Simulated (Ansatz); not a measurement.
**H8O10Si2Ti: up Jacob's ladder to CCSD(T)**

One table from this session's results is given with a row withheld; the runs are named, their logs left out.

Program: Ansatz 0.2.0, Gaussian basis. Level of theory: functionals in def2-TZVPP, the program's frozen cores in correlated methods. These are calculated values, not measurements.

The runs, in order: LDA (SPW92), PBE-D4, revPBE-D4, BLYP-D4, r2SCAN-D4, B97M-V, PBE0-D4, B3LYP-D4, r2SCANh-D4, r2SCAN0-D4, HSE06-D4, BHLYP-D4, CAM-B3LYP-D4, LC-ωPBE, ωB97X-V, ωB97M-V, B2PLYP, PBE-QIDH; CCSD(T)/def2-SVP; CCSD(T)/def2-TZVPP; MP2/def2-QZVPP; extrapolation to the limit; RPA on PBE.

### Structure used throughout

The geometry comes from an earlier relaxation with PBE0-D4 in a triple-zeta def2 set; it is a stationary point, not always the lowest conformer.

SMILES `O[Si](O)(O)[O][Ti]([OH])([OH])[O][Si](O)(O)O`, 21 atoms, charge 0, spin multiplicity 1.

Atoms are counted from 1 here; the program's logs count them from 0.

Bond lengths: O1–Si2 1.633 Å, O1–H14 0.958 Å, Si2–O3 1.653 Å, Si2–O4 1.625 Å, Si2–O5 1.610 Å, O3–H15 0.960 Å, O4–H16 0.958 Å, O5–Ti6 1.826 Å, Ti6–O7 1.783 Å, Ti6–O8 1.796 Å, Ti6–O9 1.799 Å, O7–H17 0.970 Å, O8–H18 0.958 Å, O9–Si10 1.629 Å, Si10–O11 1.627 Å, Si10–O12 1.648 Å, Si10–O13 1.620 Å, O11–H19 0.958 Å and more. Angles: Si2–O1–H14 117.2°, O1–Si2–O3 104.1°, O1–Si2–O4 114.6°, O1–Si2–O5 111.3°, O3–Si2–O4 107.3°, O3–Si2–O5 112.8°, O4–Si2–O5 106.8°, Si2–O3–H15 114.9°, Si2–O4–H16 117.4°, Si2–O5–Ti6 142.4°, O5–Ti6–O7 110.3°, O5–Ti6–O8 111.5°, O5–Ti6–O9 106.8°, O7–Ti6–O8 111.9°, O7–Ti6–O9 102.9°, O8–Ti6–O9 113.0°, Ti6–O7–H17 118.3°, Ti6–O8–H18 131.8° and more.

The first run:

Input file in.yaml:

```yaml
crystal:
  periodic: [false, false, false]
  atoms:
    - {symbol: O, position_ang: [-3.458737, -1.060489, 1.140945]}
    - {symbol: Si, position_ang: [-2.333415, -0.228377, 0.299791]}
    - {symbol: O, position_ang: [-1.563041, 0.679869, 1.446095]}
    - {symbol: O, position_ang: [-2.938077, 0.798667, -0.805279]}
    - {symbol: O, position_ang: [-1.335503, -1.220654, -0.482855]}
    - {symbol: Ti, position_ang: [0.371521, -1.351597, -1.119224]}
    - {symbol: O, position_ang: [1.380215, -2.294542, 0.008633]}
    - {symbol: O, position_ang: [0.403082, -2.036159, -2.779448]}
    - {symbol: O, position_ang: [1.091054, 0.294418, -1.022504]}
    - {symbol: Si, position_ang: [1.841392, 1.219964, 0.088086]}
    - {symbol: O, position_ang: [2.984626, 2.195782, -0.533508]}
    - {symbol: O, position_ang: [2.616042, 0.117167, 1.037179]}
    - {symbol: O, position_ang: [0.778730, 2.146525, 0.885746]}
    - {symbol: H, position_ang: [-3.801172, -1.860612, 0.740401]}
    - {symbol: H, position_ang: [-1.567789, 0.304945, 2.329514]}
    - {symbol: H, position_ang: [-3.495766, 1.509615, -0.486963]}
    - {symbol: H, position_ang: [2.015840, -1.817771, 0.564216]}
    - {symbol: H, position_ang: [1.001721, -2.650337, -3.205843]}
    - {symbol: H, position_ang: [2.693899, 3.065124, -0.812750]}
    - {symbol: H, position_ang: [3.267765, 0.458521, 1.650985]}
    - {symbol: H, position_ang: [-0.076987, 1.740644, 1.103785]}
basis:
  gaussian: {orbitals: def2-TZVPP}
hamiltonian: {xc: lda}
output: {orbitals: {seedname: orbitals}}
```

Started as:

```bash
ansatz run in.yaml --threads 11 --pin off --events-out ev --progress --plain --max-ram 174080MiB --backend cuda --devices 0, --max-vram 75GiB
```

Steps of the session up to this table: LDA; PBE-D4 (GGA); revPBE-D4 (GGA); BLYP-D4 (GGA); r2SCAN-D4 (meta-GGA); B97M-V (meta-GGA); B3LYP-D4 (hybrid); r2SCANh-D4 (hybrid); r2SCAN0-D4 (hybrid); HSE06-D4 (hybrid); BHLYP-D4 (hybrid); CAM-B3LYP-D4 (range-separated); LC-ωPBE (range-separated); ωB97X-V (range-separated); ωB97M-V (range-separated); B2PLYP (double hybrid); PBE-QIDH (double hybrid).

One table of the session follows, with a row left open; its other results are not shown here.

It belongs to the step «Orbital energies across the functionals». 

| functional | HOMO (eV) | LUMO (eV) | gap (eV) |
| --- | --- | --- | --- |
| LDA (SPW92) | -7.37 | -2.80 | 4.57 |
| PBE-D4 | -7.13 | -2.52 | 4.61 |
| revPBE-D4 | -7.05 | -2.42 | 4.62 |
| BLYP-D4 | -7.04 | -2.44 | 4.60 |
| r2SCAN-D4 | -7.53 | -2.42 | 5.11 |
| B97M-V | -7.61 | -2.41 | 5.20 |
| PBE0-D4 | -8.84 | -1.49 | 7.35 |
| B3LYP-D4 | -8.57 | -1.80 | 6.77 |
| r2SCANh-D4 | -8.17 | -2.02 | 6.15 |
| r2SCAN0-D4 | ? | ? | ? |
| HSE06-D4 | -8.43 | -1.88 | 6.55 |
| BHLYP-D4 | -10.49 | -0.29 | 10.20 |
| CAM-B3LYP-D4 | -10.33 | -0.38 | 9.95 |
| LC-ωPBE | -11.68 | 0.82 | 12.49 |
| ωB97X-V | -11.33 | 0.79 | 12.12 |
| ωB97M-V | -11.27 | 0.77 | 12.04 |

Q: Estimate the row for r2SCAN0-D4 from the others.

Worked estimate for «HOMO (eV)». Against the share of exact exchange, r2SCAN-D4 (0, -7.53), r2SCANh-D4 (0.1, -8.17) give a slope of -6.40 per unit share; at 0.25 the line stands at -9.13.

As computed: HOMO (eV): -9.13; LUMO (eV): -1.41; gap (eV): 7.73. In «HOMO (eV)» the line misses by 0.00.
